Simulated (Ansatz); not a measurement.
# GaH3 (triplet): PBE0, B3LYP, r2SCAN0 over a scan of the scale of all distances, cc-pVDZ

Aim: run GaH3 (triplet) with these functionals over a scan of the scale of all distances, and hold them against the top wave-function level at the same points.

Method: cc-pVDZ, all electrons in the functionals; program: Ansatz 0.2.0, Gaussian basis.

The runs, in order: PBE0, B3LYP, r2SCAN0, at 0.872; 1.000; 1.116; 1.320; 1.529; 1.775; 1.976; 2.405.

13 further runs of the same task are left out: 10 that didn't finish, 3 set aside as unsound or not needed.

## 1. What is computed

The geometry derives from a PBE0/def2-TZVP stationary point (not a proven minimum). All distances are scaled together. No spin-orbit coupling is included. The filled d shell of Ga may be among the frozen orbitals whatever the setting's name suggests; the logs give the count.

4 atoms, charge 0, spin multiplicity 3.

Atoms are counted from 1 here; the program's logs count them from 0.

Bond lengths: Ga1–H2 1.585 Å, Ga1–H3 1.955 Å, Ga1–H4 1.955 Å, H3–H4 0.811 Å. Angles: H2–Ga1–H3 100.5°, H2–Ga1–H4 100.5°, H3–Ga1–H4 23.9°, Ga1–H3–H4 78.0°, Ga1–H4–H3 78.0°.

No dispersion term is added. B3LYP takes the VWN-RPA correlation.

The geometry shown and the zero of energy belong to the point 1.000. The yardstick, FCI, and other wave-function levels (R restricted, U unrestricted, valence and pair active spaces) come from earlier runs.

## 2. PBE0, 0.872

Input file in.yaml:

```yaml
crystal:
  periodic: [false, false, false]
  atoms:
    - {symbol: Ga, position_ang: [0.000000, 0.024177, -0.039846]}
    - {symbol: H, position_ang: [0.000000, -1.288466, -0.472164]}
    - {symbol: H, position_ang: [0.353524, -0.191978, 1.614230]}
    - {symbol: H, position_ang: [-0.353524, -0.191978, 1.614230]}
basis:
  gaussian: {orbitals: cc-pVDZ}
magnetization: {spin_polarized: true, initial_magnetization: 2}
hamiltonian: {xc: {name: PBE0}}
output: {forces: true, orbitals: {seedname: orbitals}}
```

Run with:

```
$ ansatz run in.yaml --threads 1 --pin off --events-out ev --progress --plain --max-ram 2393MiB
```

Log, shortened:

```text
Functional definition: PBE0
  name "PBE0"
  cite "Adamo & Barone, J. Chem. Phys. 110, 6158 (1999) doi:10.1063/1.478522"
  cite "Perdew, Burke & Ernzerhof, Phys. Rev. Lett. 77, 3865 (1996) doi:10.1103/PhysRevLett.77.3865"
  parent pbe
[...]
450 factors; integrals over basis functions are off by at most 9.7e-4 eV
[...]
mean field -52414.54839848 eV, -1926.1991257872 hartree, gradient 2.3e-5 eV, S^2 2.001874; 0 other end points of the search recorded, 0 dependent functions left out
[...]
reference -52414.54842602 eV, -1926.1991267994 hartree; 18, 16 occupied and 24, 26 virtual orbitals, 450 factors
Total energy: -52414.54842602 eV, -1926.1991267994 hartree
Atom 0 at     0.000000     0.024177    -0.039846 Å, force    -0.000000     3.881767    -0.649622 eV/Å
Atom 1 at     0.000000    -1.288466    -0.472164 Å, force     0.000000    -3.707269    -1.326516 eV/Å
Atom 2 at     0.353524    -0.191978     1.614230 Å, force     4.511768    -0.087249     0.988069 eV/Å
Atom 3 at    -0.353524    -0.191978     1.614230 Å, force    -4.511768    -0.087249     0.988069 eV/Å
Dipole moment:    -0.000000    -0.008205     0.222570 e Å
```

Run time: 1.3 s. Hardware: 1 thread of Arm Neoverse V2, shared host.

From the report: ⟨S²⟩ of the determinant 2.002 (pure triplet: 2.00).

Orbitals, density, ELF and potential are computed afterwards from the orbital file.

Frontier orbitals at PBE0/cc-pVDZ (alpha spin), with the share of their density that lies nearest to each atom:

```
orbital  energy (eV)                                    lies on
   HOMO        -4.73  Ga1 50 %; H3, H4 about 19 % each; H2 13 %
   LUMO         0.29  Ga1 49 %; H2 25 %; H3, H4 about 13 % each
```

ELF in a plane through or near 2 of the atoms.

Values, 10 rows by 14 columns:
```
0.00 0.00 0.00 0.00 0.02 0.08 0.13 0.10 0.03 0.01 0.00 0.00 0.00 0.00
0.00 0.00 0.00 0.03 0.27 0.61 0.72 0.64 0.31 0.05 0.00 0.00 0.00 0.00
0.00 0.00 0.00 0.09 0.41 0.46 0.48 0.58 0.46 0.07 0.00 0.00 0.00 0.00
0.00 0.00 0.01 0.16 0.23 0.24 0.45 0.19 0.16 0.03 0.00 0.00 0.00 0.00
0.00 0.00 0.10 0.63 0.51 0.40 0.60 0.17 0.73 0.94 0.54 0.01 0.00 0.00
0.00 0.01 0.47 0.98 0.99 0.66 0.19 0.23 0.99 1.00 0.87 0.04 0.00 0.00
0.00 0.01 0.46 0.98 1.00 0.99 0.49 0.12 0.90 0.94 0.45 0.01 0.00 0.00
0.00 0.00 0.11 0.71 0.96 0.88 0.21 0.01 0.08 0.10 0.01 0.00 0.00 0.00
0.00 0.00 0.00 0.02 0.08 0.06 0.01 0.00 0.00 0.00 0.00 0.00 0.00 0.00
0.00 0.00 0.00 0.00 0.00 0.00 0.00 0.00 0.00 0.00 0.00 0.00 0.00 0.00
```
The map spans 8.0 Å across and 6.5 Å up, centred on the molecule. Atoms in the plane (x, y in Å): Ga1 (-0.5, 0.7), H2 (-1.4, -0.4).

On the surface of density 0.002 e/bohr³ the electrostatic potential runs, from the 1st to the 99th percentile, from -0.32 V near Ga1 to 1.34 V near H4.

The spin density lies nearest to Ga1 62 %; H2, H3, H4 about 13 % each.

## 3. PBE0, 1.000

Input file in.yaml:

```yaml
crystal:
  periodic: [false, false, false]
  atoms:
    - {symbol: Ga, position_ang: [0.000000, 0.027726, -0.045695]}
    - {symbol: H, position_ang: [0.000000, -1.477599, -0.541473]}
    - {symbol: H, position_ang: [0.405418, -0.220158, 1.851181]}
    - {symbol: H, position_ang: [-0.405418, -0.220158, 1.851181]}
basis:
  gaussian: {orbitals: cc-pVDZ}
magnetization: {spin_polarized: true, initial_magnetization: 2}
hamiltonian: {xc: {name: PBE0}}
output: {forces: true, orbitals: {seedname: orbitals}}
```

Launched as before.

Log:

```text
Functional definition: PBE0
  name "PBE0"
  cite "Adamo & Barone, J. Chem. Phys. 110, 6158 (1999) doi:10.1063/1.478522"
  cite "Perdew, Burke & Ernzerhof, Phys. Rev. Lett. 77, 3865 (1996) doi:10.1103/PhysRevLett.77.3865"
  parent pbe
  parameter a = 0.25
  parameter kappa = 0.804
  parameter beta = 0.06672455060314922
  exchange = (1 - a)*pbe_x(kappa = kappa, mu = beta*pi^2/3) + a*exact_x
  correlation = pbe_c(beta = beta)
452 factors; integrals over basis functions are off by at most 9.1e-4 eV
mean field evaluation 1: about -52414.8330 eV, gradient 6.7e0 eV
mean field evaluation 2: about -52415.1404 eV, gradient 4.2e0 eV
mean field evaluation 4: about -52415.3014 eV, gradient 5.8e-1 eV
mean field evaluation 8: about -52415.3275 eV, gradient 5.3e-2 eV
mean field evaluation 16: about -52415.3276 eV, gradient 6.7e-5 eV
mean field -52415.32758474 eV, -1926.2277603541 hartree, gradient 6.7e-5 eV, S^2 2.003381; 0 other end points of the search recorded, 0 dependent functions left out
the calculation of the forces begins
reference -52415.32761197 eV, -1926.2277613550 hartree; 18, 16 occupied and 24, 26 virtual orbitals, 452 factors
Total energy: -52415.32761197 eV, -1926.2277613550 hartree
Atom 0 at     0.000000     0.027726    -0.045695 Å, force     0.000000     0.042444    -0.047695 eV/Å
Atom 1 at     0.000000    -1.477599    -0.541473 Å, force    -0.000000    -0.031377    -0.005086 eV/Å
Atom 2 at     0.405418    -0.220158     1.851181 Å, force     0.329810    -0.005533     0.026391 eV/Å
Atom 3 at    -0.405418    -0.220158     1.851181 Å, force    -0.329810    -0.005533     0.026391 eV/Å
Dipole moment:    -0.000000     0.037113     0.160477 e Å
```

Run time: 1.4 s. Hardware: 1 thread of Arm Neoverse V2, shared host.

From the report: ⟨S²⟩ of the determinant 2.003 (pure triplet: 2.00).

## 4. PBE0, 1.116

Input file in.yaml:

```yaml
crystal:
  periodic: [false, false, false]
  atoms:
    - {symbol: Ga, position_ang: [0.000000, 0.030942, -0.050996]}
    - {symbol: H, position_ang: [0.000000, -1.649000, -0.604284]}
    - {symbol: H, position_ang: [0.452446, -0.245696, 2.065918]}
    - {symbol: H, position_ang: [-0.452446, -0.245696, 2.065918]}
basis:
  gaussian: {orbitals: cc-pVDZ}
magnetization: {spin_polarized: true, initial_magnetization: 2}
hamiltonian: {xc: {name: PBE0}}
output: {orbitals: {seedname: orbitals}}
```

Same command.

Log, shortened:

```text
Functional definition: PBE0
  name "PBE0"
  cite "Adamo & Barone, J. Chem. Phys. 110, 6158 (1999) doi:10.1063/1.478522"
  cite "Perdew, Burke & Ernzerhof, Phys. Rev. Lett. 77, 3865 (1996) doi:10.1103/PhysRevLett.77.3865"
  parent pbe
[...]
452 factors; integrals over basis functions are off by at most 1.1e-3 eV
[...]
mean field -52415.05152756 eV, -1926.2176154400 hartree, gradient 8.3e-5 eV, S^2 2.008149; 0 other end points of the search recorded, 0 dependent functions left out
reference -52415.05155489 eV, -1926.2176164441 hartree; 18, 16 occupied and 24, 26 virtual orbitals, 452 factors
Total energy: -52415.05155489 eV, -1926.2176164441 hartree
```

It took 1.1 s on 1 thread of Arm Neoverse V2, shared host.

From the report: ⟨S²⟩ of the determinant 2.008 (pure triplet: 2.00).

From 1.000: +26.6 kJ/mol.

## 5. PBE0, 1.320

Input file in.yaml:

```yaml
crystal:
  periodic: [false, false, false]
  atoms:
    - {symbol: Ga, position_ang: [0.000000, 0.036598, -0.060317]}
    - {symbol: H, position_ang: [0.000000, -1.950431, -0.714744]}
    - {symbol: H, position_ang: [0.535152, -0.290608, 2.443559]}
    - {symbol: H, position_ang: [-0.535152, -0.290608, 2.443559]}
basis:
  gaussian: {orbitals: cc-pVDZ}
magnetization: {spin_polarized: true, initial_magnetization: 2}
hamiltonian: {xc: {name: PBE0}}
output: {orbitals: {seedname: orbitals}}
```

The command is unchanged.

Log, shortened:

```text
Functional definition: PBE0
  name "PBE0"
  cite "Adamo & Barone, J. Chem. Phys. 110, 6158 (1999) doi:10.1063/1.478522"
  cite "Perdew, Burke & Ernzerhof, Phys. Rev. Lett. 77, 3865 (1996) doi:10.1103/PhysRevLett.77.3865"
  parent pbe
[...]
453 factors; integrals over basis functions are off by at most 1.2e-3 eV
[...]
mean field -52413.91496449 eV, -1926.1758475176 hartree, gradient 4.1e-5 eV, S^2 2.019061; 1 other end points of the search recorded, 0 dependent functions left out
reference -52413.91499231 eV, -1926.1758485396 hartree; 18, 16 occupied and 24, 26 virtual orbitals, 453 factors
Total energy: -52413.91499231 eV, -1926.1758485396 hartree
```

Run time: 1.2 s. Hardware: 1 thread of Arm Neoverse V2, shared host.

From the report: ⟨S²⟩ of the determinant 2.019 (pure triplet: 2.00).

From 1.000: +136.3 kJ/mol.

## 6. PBE0, 1.529

Input file in.yaml:

```yaml
crystal:
  periodic: [false, false, false]
  atoms:
    - {symbol: Ga, position_ang: [0.000000, 0.042393, -0.069868]}
    - {symbol: H, position_ang: [0.000000, -2.259249, -0.827912]}
    - {symbol: H, position_ang: [0.619884, -0.336622, 2.830456]}
    - {symbol: H, position_ang: [-0.619884, -0.336622, 2.830456]}
basis:
  gaussian: {orbitals: cc-pVDZ}
magnetization: {spin_polarized: true, initial_magnetization: 2}
hamiltonian: {xc: {name: PBE0}}
output: {orbitals: {seedname: orbitals}}
```

Launched as before.

Log, shortened:

```text
Functional definition: PBE0
  name "PBE0"
  cite "Adamo & Barone, J. Chem. Phys. 110, 6158 (1999) doi:10.1063/1.478522"
  cite "Perdew, Burke & Ernzerhof, Phys. Rev. Lett. 77, 3865 (1996) doi:10.1103/PhysRevLett.77.3865"
  parent pbe
[...]
455 factors; integrals over basis functions are off by at most 1.0e-3 eV
[...]
mean field -52412.78509522 eV, -1926.1343255878 hartree, gradient 5.2e-6 eV, S^2 2.011968; 3 other end points of the search recorded, 0 dependent functions left out
reference -52412.78512386 eV, -1926.1343266403 hartree; 18, 16 occupied and 24, 26 virtual orbitals, 455 factors
Total energy: -52412.78512386 eV, -1926.1343266403 hartree
```

Wall time 1.5 s (1 thread of Arm Neoverse V2, shared host).

From the report: ⟨S²⟩ of the determinant 2.012 (pure triplet: 2.00).

From 1.000: +245.3 kJ/mol.

The fields below are evaluated on a grid from the run's orbitals.

Frontier orbitals at PBE0/cc-pVDZ (alpha spin), with the share of their density that lies nearest to each atom:

```
orbital  energy (eV)                              lies on
   HOMO        -4.02      Ga1 77 %; H3, H4 about 9 % each
   LUMO        -1.67  Ga1 78 %; H2, H3, H4 about 7 % each
```

ELF in a plane through or near 2 of the atoms.

Ten even steps from ' ' (0.00) to '@' (1.00):
```
                                                        
                                                        
                                                        
                                        ..              
                                    ++%%@@%%**::        
              ::====--..          ::%%@@@@@@@@**..      
          ..==%%@@@@%%**..        --@@@@@@@@@@@@**      
          ==%%@@@@@@@@@@::        --@@@@@@@@@@@@%%..    
          **@@@@@@@@@@@@::        ::%%@@@@@@@@@@%%..    
        ..##@@@@@@@@@@@@::  ........==%%@@@@@@@@**      
          **@@@@@@@@@@##    ........::--==**++--..      
          --##@@@@@@**..  ....--++--..::::              
          ..--##%%**..  ....::**==++..::::              
              ....      ..::::++++**::::--..            
                        ::::::::::::::----              
                        ::--::::::::::--::              
                        ..::----------::..              
                            ..::::::..                  
                                                        
                                                        
```
The map spans 10.1 Å across and 7.5 Å up, centred on the molecule. Atoms in the plane (x, y in Å): Ga1 (0.9, -1.2), H2 (2.4, 0.7).

On the surface of density 0.002 e/bohr³ the electrostatic potential runs, from the 1st to the 99th percentile, from -0.57 to 1.70 V.

The spin density lies nearest to Ga1 47 %; H2 44 %.

## 7. PBE0, 1.775

Input file in.yaml:

```yaml
crystal:
  periodic: [false, false, false]
  atoms:
    - {symbol: Ga, position_ang: [0.000000, 0.049214, -0.081108]}
    - {symbol: H, position_ang: [0.000000, -2.622738, -0.961114]}
    - {symbol: H, position_ang: [0.719617, -0.390780, 3.285846]}
    - {symbol: H, position_ang: [-0.719617, -0.390780, 3.285846]}
basis:
  gaussian: {orbitals: cc-pVDZ}
magnetization: {spin_polarized: true, initial_magnetization: 2}
hamiltonian: {xc: {name: PBE0}}
output: {forces: true, orbitals: {seedname: orbitals}}
```

Same command.

Log:

```text
Functional definition: PBE0
  name "PBE0"
  cite "Adamo & Barone, J. Chem. Phys. 110, 6158 (1999) doi:10.1063/1.478522"
  cite "Perdew, Burke & Ernzerhof, Phys. Rev. Lett. 77, 3865 (1996) doi:10.1103/PhysRevLett.77.3865"
  parent pbe
  parameter a = 0.25
  parameter kappa = 0.804
  parameter beta = 0.06672455060314922
  exchange = (1 - a)*pbe_x(kappa = kappa, mu = beta*pi^2/3) + a*exact_x
  correlation = pbe_c(beta = beta)
457 factors; integrals over basis functions are off by at most 6.3e-4 eV
mean field evaluation 1: about -52408.2331 eV, gradient 1.0e1 eV
mean field evaluation 2: about -52389.3070 eV, gradient 2.9e1 eV
mean field evaluation 4: about -52411.5305 eV, gradient 2.8e0 eV
mean field evaluation 8: about -52411.6835 eV, gradient 7.6e-2 eV
mean field evaluation 16: about -52411.6837 eV, gradient 2.0e-4 eV
mean field evaluation 32: about -52411.6245 eV, gradient 7.1e-1 eV
mean field -52411.68367751 eV, -1926.0938492332 hartree, gradient 6.3e-6 eV, S^2 2.004608; 3 other end points of the search recorded, 0 dependent functions left out
the calculation of the forces begins
reference -52411.68370795 eV, -1926.0938503519 hartree; 18, 16 occupied and 24, 26 virtual orbitals, 457 factors
Total energy: -52411.68370795 eV, -1926.0938503519 hartree
Atom 0 at     0.000000     0.049214    -0.081108 Å, force     0.000000    -0.161130     0.280366 eV/Å
Atom 1 at     0.000000    -2.622738    -0.961114 Å, force    -0.000000     0.120392     0.041282 eV/Å
Atom 2 at     0.719617    -0.390780     3.285846 Å, force    -4.014717     0.020369    -0.160824 eV/Å
Atom 3 at    -0.719617    -0.390780     3.285846 Å, force     4.014717     0.020369    -0.160824 eV/Å
Dipole moment:     0.000000    -0.014336    -0.266774 e Å
```

Run time: 2 s. Hardware: 1 thread of Arm Neoverse V2, shared host.

From the report: ⟨S²⟩ of the determinant 2.005 (pure triplet: 2.00).

From 1.000: +351.6 kJ/mol.

[end of part 1 of 3]
